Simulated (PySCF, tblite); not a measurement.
# C₇H₁₅PSi: geometry, infrared bands and NMR shifts

Wanted: the infrared bands and NMR shifts of C₇H₁₅PSi (`C#CCC(C)(C)C[SiH2]P`), by calculation.

The runs use tblite 0.8.0 and PySCF 2.14.0, with density-fitted response routines of our own; the level of theory stands in each step. All values are computed, except where a source is named. Atoms count from 0, in the outputs and in this text.

### 1 The molecule as given

24 atoms, charge 0, multiplicity 1; geometry from: force field or distance geometry start.

Bonds of the start (Å): C0–C1 1.19, C1–C2 1.49, C2–C3 1.55, C3–C4 1.54, C3–C5 1.55, C3–C6 1.56, C6–Si7 1.88, Si7–P8 2.22, C0–H9 1.07, C2–H10 1.09, C2–H11 1.11, C4–H12 1.10, C4–H13 1.09, C4–H14 1.09, C5–H15 1.10, C5–H16 1.09, C5–H17 1.10, C6–H18 1.09, C6–H19 1.09, Si7–H20 1.49, Si7–H21 1.48, P8–H22 1.40, P8–H23 1.40.

### 2 Geometry optimisation with GFN2-xTB

Job settings and geometry (Å):

```
{"job": {"kind": "relax", "xc": "GFN2-xTB", "basis": "xTB"}, "charge": 0, "multiplicity": 1}
C     -2.010300     2.708400     0.332500
C     -1.763000     1.574100     0.589200
C     -1.429900     0.168000     0.938600
C     -0.719200    -0.592900    -0.214300
C     -1.679900    -0.751700    -1.403700
C     -0.408400    -2.027000     0.298100
C      0.580400     0.101600    -0.722400
Si     1.980800     0.496000     0.471200
P      3.631100     1.472400    -0.642600
H     -2.253700     3.723700     0.102500
H     -0.833600     0.154700     1.845900
H     -2.375500    -0.350300     1.195400
H     -1.928400     0.221200    -1.847600
H     -2.615200    -1.227500    -1.115200
H     -1.233400    -1.359500    -2.195400
H     -1.326800    -2.566000     0.561500
H      0.127700    -2.606600    -0.457300
H      0.213500    -2.017000     1.204300
H      1.009100    -0.521100    -1.509100
H      0.308100     1.042700    -1.202400
H      1.520000     1.398600     1.558900
H      2.511700    -0.754100     1.063300
H      4.090000     0.339800    -1.325100
H      4.592900     1.392200     0.378400
```

The run is started by

```console
$ OMP_NUM_THREADS=1 python probes_run.py task.json out
```

One launch serves the whole session: the jobs run in the order shown.

What it wrote:

```text
step      E/eV     max force
  0    -729.55369    2.071
  1    -729.53204    4.716
  2    -729.63597    0.372
  3    -729.65072    0.396
  4    -729.67309    0.628
  5    -729.68540    0.379
  6    -729.69385    0.237
  7    -729.69827    0.184
  8    -729.70168    0.187
  9    -729.70443    0.153
 10    -729.70702    0.131
 11    -729.70958    0.131
 12    -729.71250    0.166
 13    -729.71541    0.148
 14    -729.71770    0.114
 15    -729.71946    0.110
 16    -729.72102    0.098
 17    -729.72236    0.084
 18    -729.72337    0.074
 19    -729.72407    0.071
 20    -729.72462    0.062
 21    -729.72514    0.048
 22    -729.72563    0.049
 23    -729.72616    0.056
 24    -729.72677    0.080
 25    -729.72740    0.078
 26    -729.72789    0.046
 27    -729.72824    0.033
 28    -729.72857    0.039
 29    -729.72894    0.062
 30    -729.72927    0.057
 31    -729.72951    0.030
 32    -729.72968    0.034
 33    -729.72987    0.039
 34    -729.73012    0.038
 35    -729.73034    0.029
 36    -729.73050    0.030
 37    -729.73062    0.028
 38    -729.73075    0.031
 39    -729.73090    0.028
 40    -729.73103    0.023
 41    -729.73114    0.022
 42    -729.73125    0.028
 43    -729.73140    0.037
 44    -729.73157    0.030
 45    -729.73170    0.019
 46    -729.73177    0.017
 47    -729.73183    0.017
 48    -729.73189    0.018
 49    -729.73194    0.014
 50    -729.73197    0.010
```

Wall time 0.57 s (1 thread of Arm Neoverse V1, shared host).

The steps of the relaxation: (not every step is listed) (the energy doesn't fall at every step)

```csv
step,energy from step 0 (eV),largest force (eV/Å)
0,0.0000,2.0708
1,0.0216,4.7165
2,-0.0823,0.3723
3,-0.0970,0.3960
4,-0.1194,0.6279
5,-0.1317,0.3789
6,-0.1402,0.2371
7,-0.1446,0.1840
8,-0.1480,0.1874
11,-0.1559,0.1309
14,-0.1640,0.1143
17,-0.1687,0.0839
20,-0.1709,0.0625
23,-0.1725,0.0559
26,-0.1742,0.0464
29,-0.1753,0.0620
32,-0.1760,0.0344
35,-0.1766,0.0293
38,-0.1771,0.0309
41,-0.1775,0.0222
44,-0.1779,0.0300
45,-0.1780,0.0193
46,-0.1781,0.0170
47,-0.1781,0.0173
48,-0.1782,0.0181
49,-0.1783,0.0137
50,-0.1783,0.0096
```

Distances of close pairs at the start and the end, largest changes first:

```csv
bond,before (Å),after (Å),change (Å)
C1–C2,1.487,1.447,-0.040
C3–C6,1.559,1.532,-0.027
C3–C5,1.554,1.528,-0.026
Si7–P8,2.218,2.243,+0.026
P8–H23,1.405,1.381,-0.024
C6–Si7,1.882,1.904,+0.022
C0–H9,1.069,1.049,-0.020
Si7–H20,1.487,1.468,-0.018
```

The next job starts from the end point, and lists it.

### 3 Vibrational analysis with GFN2-xTB

Job settings and geometry (Å):

```
{"job": {"kind": "ir", "xc": "GFN2-xTB", "basis": "xTB"}, "charge": 0, "multiplicity": 1}
C     -1.933241     2.659075     0.244785
C     -1.674828     1.533877     0.559797
C     -1.370747     0.166720     0.923797
C     -0.714324    -0.621133    -0.224959
C     -1.706071    -0.728906    -1.388656
C     -0.376752    -2.026418     0.271921
C      0.546730     0.096841    -0.716155
Si     1.930587     0.446954     0.544268
P      3.525472     1.480192    -0.647989
H     -2.159398     3.647029    -0.024780
H     -0.702863     0.172766     1.788990
H     -2.301170    -0.329294     1.216498
H     -1.980962     0.260762    -1.746788
H     -2.613225    -1.242945    -1.075977
H     -1.267092    -1.286246    -2.213572
H     -1.284285    -2.569093     0.530328
H      0.144843    -2.586224    -0.501312
H      0.258294    -1.984740     1.152828
H      0.969895    -0.480234    -1.543946
H      0.247622     1.060655    -1.138849
H      1.536830     1.381092     1.606321
H      2.436518    -0.778857     1.184982
H      4.002380     0.330864    -1.250223
H      4.474052     1.417029     0.353351
```

What it wrote:

```text
mode    cm-1     km/mol
  1      16.6      1.56
  2      34.3      0.06
  3      94.3      2.17
  4      97.2      7.87
  5     116.3      0.27
  6     138.2      0.45
  7     181.6      0.27
  8     206.8      0.09
  9     244.3      0.05
 10     283.0      0.80
 11     295.1      0.69
 12     327.9      0.42
 13     358.3      2.79
 14     377.9      2.70
 15     409.8     37.09
 16     448.2      2.31
 17     498.7     26.14
 18     502.8      6.01
 19     566.0      0.25
 20     639.8     28.09
 21     645.5    133.39
 22     660.4     34.36
 23     692.0     44.77
 24     720.3    221.32
 25     742.4     41.15
 26     779.0    128.42
 27     789.2    152.64
 28     829.1     25.74
 29     913.0      1.98
 30     951.9      2.38
 31     963.0      0.49
 32     994.0      2.26
 33    1018.4      3.84
 34    1036.4      2.08
 35    1096.0     12.88
 36    1136.6      6.86
 37    1152.1     14.75
 38    1191.0     20.89
 39    1242.3      4.87
 40    1271.0     27.06
 41    1298.9     27.45
 42    1321.3      5.82
 43    1408.9      6.55
 44    1424.0      3.53
 45    1450.0      5.03
 46    1456.7      0.73
 47    1496.3      0.84
 48    1498.7      1.92
 49    1506.4      2.95
 50    1510.8      4.03
 51    2164.1    261.97
 52    2208.9    170.74
 53    2295.8     12.81
 54    2309.3    121.39
 55    2399.7    155.75
 56    2941.1     35.36
 57    2944.7     34.50
 58    2958.6     38.27
 59    2965.3     32.03
 60    3020.2      6.29
 61    3025.4     96.20
 62    3028.0      5.30
 63    3034.5     71.80
 64    3039.4     19.16
 65    3045.5     36.29
 66    3399.5      3.06
```

Run time: 1.4 s. Hardware: 1 thread of Arm Neoverse V1, shared host.

Which atoms move in the most intense modes:

```
cm⁻¹  km/mol                                  atoms
 646   133.4            H23 40 %, H21 15 %, H9 13 %
 720   221.3  H20 33 %, H21 18 %, C6 16 %, H22 16 %
 779   128.4  H20 30 %, C6 17 %, H21 15 %, H18 12 %
 789   152.6  H21 31 %, H20 18 %, C6 16 %, H18 13 %
2164   262.0                               H21 96 %
2209   170.7                               H20 95 %
2309   121.4                     H22 56 %, H23 40 %
2400   155.8                     H23 57 %, H22 40 %
```

### 4 Shielding tensors: PBE0/pcSseg-1

The job, as its differences from that of step 3:

```diff
@@ -1,2 +1,2 @@
-{"job": {"kind": "ir", "xc": "GFN2-xTB", "basis": "xTB"}, "charge": 0, "multiplicity": 1}
+{"job": {"kind": "nmr", "xc": "PBE0", "basis": "pcSseg-1"}, "charge": 0, "multiplicity": 1}
 C     -1.933241     2.659075     0.244785
```

Level: GIAO PBE0/pcSseg-1 NMR shielding, non-relativistic, gas phase.

What it wrote:

```text
coarse grid: 20152 points
cycle   1  E = -905.7742816231  dE =  8.013e-01  |g| = 5.057e-01  |ddm| = 4.439e+00
cycle   2  E = -905.7715271019  dE =  2.755e-03  |g| = 5.179e-01  |ddm| = 1.153e+00
cycle   3  E = -905.8423557169  dE = -7.083e-02  |g| = 6.289e-02  |ddm| = 5.849e-01
cycle   4  E = -905.8431629016  dE = -8.072e-04  |g| = 3.031e-02  |ddm| = 1.029e-01
cycle   5  E = -905.8433661140  dE = -2.032e-04  |g| = 1.106e-02  |ddm| = 3.566e-02
cycle   6  E = -905.8433914849  dE = -2.537e-05  |g| = 4.844e-03  |ddm| = 1.152e-02
cycle   7  E = -905.8433970122  dE = -5.527e-06  |g| = 7.742e-04  |ddm| = 3.871e-03
final grid: 182888 points
cycle   8  E = -905.9018140053  dE = -9.020e-05  |g| = 9.346e-03  |ddm| = 7.120e-02
cycle   9  E = -905.9018036816  dE =  1.032e-05  |g| = 1.119e-02  |ddm| = 2.021e-02
cycle  10  E = -905.9018356001  dE = -3.192e-05  |g| = 2.330e-03  |ddm| = 1.209e-02
cycle  11  E = -905.9018368513  dE = -1.251e-06  |g| = 6.655e-04  |ddm| = 2.259e-03
cycle  12  E = -905.9018369488  dE = -9.749e-08  |g| = 2.154e-04  |ddm| = 6.622e-04
cycle  13  E = -905.9018369600  dE = -1.121e-08  |g| = 3.743e-05  |ddm| = 2.108e-04
cycle  14  E = -905.9018369603  dE = -2.990e-10  |g| = 9.100e-06  |ddm| = 3.619e-05
converged SCF energy = -905.9018369603

GIAO shielding tensors (ppm)
atom      isotropic    diamagn.    paramagn.     s11        s22        s33       span
  0 C      108.662     259.471    -150.809     34.178     38.677    253.131    218.953
  1 C       99.453     261.935    -162.482      0.343      5.340    292.675    292.332
  2 C      152.463     250.693     -98.230    135.215    147.653    174.522     39.307
  3 C      151.996     244.185     -92.190    145.699    154.418    155.870     10.171
  4 C      153.084     247.450     -94.367    129.739    142.837    186.675     56.936
  5 C      155.192     247.979     -92.788    138.725    141.995    184.854     46.129
  6 C      157.646     254.685     -97.039    138.933    143.918    190.086     51.153
  7 Si     406.650     881.302    -474.652    380.131    396.544    443.275     63.144
  8 P      626.406     966.997    -340.590    556.798    609.933    712.488    155.690
  9 H       30.202      35.160      -4.957     24.571     25.028     41.008     16.437
 10 H       29.461      31.231      -1.770     26.481     28.261     33.640      7.159
 11 H       29.524      29.318       0.206     24.438     28.982     35.152     10.714
 12 H       29.813      31.163      -1.350     25.471     29.310     34.659      9.188
 13 H       30.872      31.010      -0.137     27.047     27.471     38.099     11.052
 14 H       30.776      31.387      -0.611     26.981     28.600     36.747      9.766
 15 H       30.779      31.070      -0.291     26.694     28.216     37.428     10.735
 16 H       30.754      31.740      -0.986     27.123     28.161     36.979      9.856
 17 H       30.550      31.908      -1.358     25.743     29.894     36.013     10.270
 18 H       31.106      34.867      -3.761     25.664     32.022     35.632      9.968
 19 H       29.869      34.423      -4.554     25.342     31.052     33.212      7.870
 20 H       27.436      30.274      -2.838     23.104     27.576     31.628      8.524
 21 H       27.022      30.722      -3.700     22.097     27.398     31.571      9.474
 22 H       30.889      30.199       0.690     25.106     28.663     38.899     13.793
 23 H       30.686      28.997       1.688     25.086     27.051     39.920     14.834
```

It took 69 s on 1 thread of Arm Neoverse V1, shared host; peak memory 1.1 GiB.

The references, computed at this level on geometries of the same kind, shield at (ppm): 1H TMS 31.72, 13C TMS 186.9, 29Si TMS 349.2, 31P H3PO4 318.4. Their shielding less the atom's gives the shift. The references are single molecules in the gas phase, so shifts against H2O, NH3, PH3, H3PO4 or CFCl3 are not on the usual liquid scales and can be off by tens of ppm. Atoms listed in one row are averaged.

```
                       atoms                            environment  σ (ppm)  δ (ppm)  δ scaled to CDCl3
                          C1                          alkyne carbon     99.5     87.5               83.5
                          C0                 terminal alkyne carbon    108.7     78.3               74.5
                          C3                  quaternary sp3 carbon    152.0     34.9               32.2
                          C2                    propargylic sp3 CH2    152.5     34.5               31.7
                      C4, C5                          methyl carbon    154.1     32.8               30.1
                          C6                   sp3 CH2 bonded to Si    157.6     29.3               26.7
                    H20, H21   hydrogen on a silicon bonded to C, P    27.23     4.49                  –
                    H10, H11      hydrogen on a propargylic sp3 CH2    29.49     2.22               2.20
                          H9   hydrogen on a terminal alkyne carbon    30.20     1.51               1.53
                    H18, H19    hydrogen on an sp3 CH2 bonded to Si    30.49     1.23               1.26
H12, H13, H14, H15, H16, H17            hydrogen on a methyl carbon    30.59     1.13               1.17
                    H22, H23  hydrogen on a phosphorus bonded to Si    30.79     0.93                  –
                         Si7            silicon bonded to C, P, 2 H    406.7    -57.5                  –
                          P8           phosphorus bonded to Si, 2 H    626.4   -308.0                  –
```

The scaled column applies a straight-line fit of computed shieldings to shifts measured in CDCl3 (root-mean-square error 0.16 ppm for H, 1.9 ppm for C).

The run also stored atomic charges by several schemes (e):

| atoms | Mulliken | IAO | Hirshfeld | ESP fit |
| --- | --- | --- | --- | --- |
| C0 | -0.41 | -0.26 | -0.12 | -0.50 |
| C1 | 0.18 | -0.02 | -0.03 | 0.07 |
| C2 | -0.02 | -0.27 | -0.05 | -0.27 |
| C3 | -0.64 | 0.07 | 0.03 | 0.53 |
| C4, C5 | -0.12 | -0.42 | -0.12 | -0.60 |
| C6 | -0.40 | -0.53 | -0.16 | -0.35 |
| Si7 | 0.42 | 0.56 | 0.28 | 0.41 |
| P8 | -0.23 | -0.11 | -0.03 | -0.40 |

Mayer bond orders: C0–C1 2.52, C1–C2 1.10, C2–C3 0.99, C3–C4 1.02, C3–C5 1.03, C3–C6 0.99, C6–Si7 0.91, Si7–P8 1.00.

### 5 Summary of results

| quantity | value |
| --- | --- |
| strongest single infrared mode (GFN2-xTB) | 2164 cm⁻¹, 262 km/mol |
| zero-point energy (GFN2-xTB) | 119.8 kcal/mol |
| 13C shifts against TMS (PBE0/pcSseg-1, means over atoms taken as alike) | 87.5, 78.3, 34.9, 34.5, 32.8, 29.3 ppm |
| 1H shifts against TMS (PBE0/pcSseg-1, means over atoms taken as alike) | 4.49, 2.22, 1.51, 1.23, 1.13, 0.93 ppm |
| 29Si shifts against TMS (PBE0/pcSseg-1) | -57.5 ppm |
| 31P shifts against H3PO4 (PBE0/pcSseg-1) | -308.0 ppm |

In words: Over 50 steps the energy fell by 0.178 eV; of the close pairs, C1–C2 changed most, 1.487 to 1.447 Å. All 66 modes are real, so the xTB geometry is a minimum. The strongest single mode, at 2164 cm⁻¹, moves mainly H21. Unscaled tight-binding wavenumbers are off by several per cent, some by more. Its intensities can rank the bands wrongly. At PBE0/pcSseg-1: Shielding is most anisotropic at C1 (span 292 ppm, paramagnetic term -162 ppm).
